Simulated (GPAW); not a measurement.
Crystal: MoSe.

```xyz
2
Lattice="0.0000 2.8929 2.8929 2.8929 0.0000 2.8929 2.8929 2.8929 0.0000" Properties=species:S:1:pos:R:3 pbc="T T T"
Mo    0.0000    0.0000    0.0000
Se    2.8929    2.8929    2.8929
```

The cell was built by a generator and needn't be a form met in nature.

```yaml
Program: GPAW 26.7.0
Task: relaxation of cell and atoms
Functional: PBE
Dispersion: D3(BJ)
Potentials_or_basis: GPAW PAW data sets (gpaw-data 1.2.1)
Cutoff: 600 eV
Basis: pw
k_mesh: 8 × 8 × 8
Occupations: fermi-dirac, width 0.05 eV
Spin: no spin polarisation
```

At the start: pressure -23.7 GPa; volume 24.21 Å³/atom.

**Question.** How do energy, volume and symmetry change on relaxing?

**Answer.** Over 5 steps the energy falls by 616.0 meV/atom and the volume is 17.18 Å³/atom (-29.0 %); space group Fm-3m (No. 225, to 0.05 Å).

Step by step:
```
step  energy change (eV)  largest force (eV/Å)  pressure (GPa)  volume (Å³)
   1              0.0000                0.0000          -23.71        48.42
   2             -0.5193                0.0000          -22.35        44.84
   3             -1.2134                0.0000            5.50        33.22
   4             -1.2291                0.0000           -1.97        34.79
   5             -1.2320                0.0000           -0.09        34.36
```

Final structure:
```
Mo Se
1.0
     0.00000    2.58023    2.58023
     2.58023    0.00000    2.58023
     2.58023    2.58023    0.00000
Mo Se
1 1
Direct
  0.00000 0.00000 0.00000
  0.50000 0.50000 0.50000
```

Caveat: later steps reuse the first step's grids; the volume moved by over 15 % at a fixed basis, so the end points are rough; pairwise dispersion overbinds metals, which lowers pressure and volume.
